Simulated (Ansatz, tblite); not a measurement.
# CrF2H12N4: rung by rung

The task here is to estimate one member of a computed series from the others.

Method: as each input shows; program: Ansatz 0.2.0, Gaussian basis.

The runs, in order: GFN1-xTB, GFN2-xTB, PBE-D4/def2-TZVP, r2SCAN-D4/def2-TZVP, HF/def2-TZVP, ωB97X-V/def2-TZVP, B3LYP-D4/def2-TZVP, PBE-D4/def2-SVP, PBE0-D4/def2-SVP, HF/STO-3G, CCSD(T)/def2-SVP, MP2/def2-TZVP, RPA/def2-TZVP.

1 further run of the same task is left out (it didn't finish).

### The structure

The quintet was relaxed beforehand with PBE-D4/def2-SVP.

19 atoms, charge 0, spin multiplicity 5.

Bond lengths: Cr1–F2 1.888 Å, Cr1–F3 1.890 Å, Cr1–N4 2.115 Å, Cr1–N8 2.112 Å, N4–H5 1.029 Å, N4–H6 1.029 Å, N4–H7 1.061 Å, N8–H9 1.029 Å, N8–H10 1.061 Å, N8–H11 1.029 Å, N12–H13 1.029 Å, N12–H14 1.049 Å, N12–H15 1.029 Å, N16–H17 1.028 Å, N16–H18 1.028 Å, N16–H19 1.048 Å. Angles: F2–Cr1–F3 179.1°, F2–Cr1–N4 87.7°, F2–Cr1–N8 92.2°, F3–Cr1–N4 92.7°, F3–Cr1–N8 87.4°, N4–Cr1–N8 179.8°, Cr1–N4–H5 109.5°, Cr1–N4–H6 111.5°, Cr1–N4–H7 110.8°, H5–N4–H6 105.8°, H5–N4–H7 111.2°, H6–N4–H7 108.0°, Cr1–N8–H9 108.7°, Cr1–N8–H10 109.9°, Cr1–N8–H11 112.4°, H9–N8–H10 111.9°, H9–N8–H11 106.4°, H10–N8–H11 107.6° and more.

No spin-orbit coupling is included.

PBE0-D4/def2-TZVP was run before; its log isn't repeated, and its numbers join the tables.

Set-up of the first run:

Tight binding, by tblite at 300 K electronic temperature and without a spin-polarisation term:

```python
tblite.interface.Calculator('GFN1-xTB', numbers, positions, charge=0, uhf=4).singlepoint()
```

Tight binding, by tblite at 300 K electronic temperature and without a spin-polarisation term:

```python
tblite.interface.Calculator('GFN2-xTB', numbers, positions, charge=0, uhf=4).singlepoint()
```

start.molden holds the orbitals of an earlier run on this state, given as this run's starting guess.

Input file in.yaml:

```yaml
crystal:
  periodic: [false, false, false]
  atoms:
    - {symbol: Cr, position_ang: [-0.035152, -0.004436, 0.073332]}
    - {symbol: F, position_ang: [0.520703, 1.543123, 1.002042]}
    - {symbol: F, position_ang: [-0.595192, -1.536887, -0.880637]}
    - {symbol: N, position_ang: [1.865377, -0.834350, 0.488293]}
    - {symbol: H, position_ang: [2.177907, -0.527129, 1.419063]}
    - {symbol: H, position_ang: [2.578371, -0.494856, -0.172127]}
    - {symbol: H, position_ang: [1.836497, -1.893277, 0.423673]}
    - {symbol: N, position_ang: [-1.930311, 0.829147, -0.344103]}
    - {symbol: H, position_ang: [-2.292964, 0.405759, -1.208741]}
    - {symbol: H, position_ang: [-1.850962, 1.883983, -0.423422]}
    - {symbol: H, position_ang: [-2.620060, 0.622925, 0.391687]}
    - {symbol: N, position_ang: [-1.065610, 3.509055, -0.106662]}
    - {symbol: H, position_ang: [-0.573117, 4.040777, -0.836719]}
    - {symbol: H, position_ang: [-0.339610, 2.948684, 0.401579]}
    - {symbol: H, position_ang: [-1.427841, 4.208409, 0.554851]}
    - {symbol: N, position_ang: [1.145100, -3.508596, -0.071103]}
    - {symbol: H, position_ang: [0.717599, -4.162339, 0.597817]}
    - {symbol: H, position_ang: [1.524385, -4.090348, -0.829429]}
    - {symbol: H, position_ang: [0.364880, -2.939644, -0.479394]}
basis:
  gaussian: {orbitals: def2-TZVP, initial_orbitals: start.molden}
magnetization: {spin_polarized: true, initial_magnetization: 4}
hamiltonian: {xc: pbe, dispersion: d4}
scf: {omitted_lower_state_checks: [starts]}
output: {orbitals: {seedname: orbitals}}
```

Launch:

```bash
> ansatz run in.yaml --threads 2 --pin off --events-out ev --progress --plain --max-ram 32768MiB --backend cuda --devices 0, --max-vram 18GiB
```

Steps of the session up to this table: PBE-D4/def2-TZVP; r2SCAN-D4/def2-TZVP; HF/def2-TZVP; ωB97X-V/def2-TZVP; B3LYP-D4/def2-TZVP; PBE-D4/def2-SVP; PBE0-D4/def2-SVP; HF/STO-3G; CCSD(T)/def2-SVP; MP2/def2-TZVP; RPA/def2-TZVP.

One of the session's tables, all rows but one given; the rest of the session is left out.

It belongs to the step «Binding energy». 

```
             method  binding an atom (eV)
          HF/STO-3G                 2.573
        HF/def2-SVP                 2.312
       HF/def2-TZVP                 2.293
    PBE-D4/def2-SVP                 3.497
   PBE-D4/def2-TZVP                 3.483
r2SCAN-D4/def2-TZVP                 3.385
 B3LYP-D4/def2-TZVP                 3.449
   PBE0-D4/def2-SVP                 3.388
  PBE0-D4/def2-TZVP                 3.378
  ωB97X-V/def2-TZVP                     ?
       MP2/def2-SVP                 3.198
      MP2/def2-TZVP                 3.270
      CCSD/def2-SVP                 3.178
   CCSD(T)/def2-SVP                 3.208
```

Estimate the missing values for ωB97X-V/def2-TZVP.

**Answer.** binding an atom (eV): 3.435. In the column «binding an atom (eV)» it lies between PBE0-D4/def2-SVP (3.388) and B3LYP-D4/def2-TZVP (3.449).

To keep in mind: Free atoms were run apart at each level; binding is atoms less cluster, divided by the number of atoms, without zero-point or spin-orbit terms. Over the named functionals and Hartree-Fock in def2-TZVP spin contamination reaches 0.02 (r2SCAN-D4), which is small.
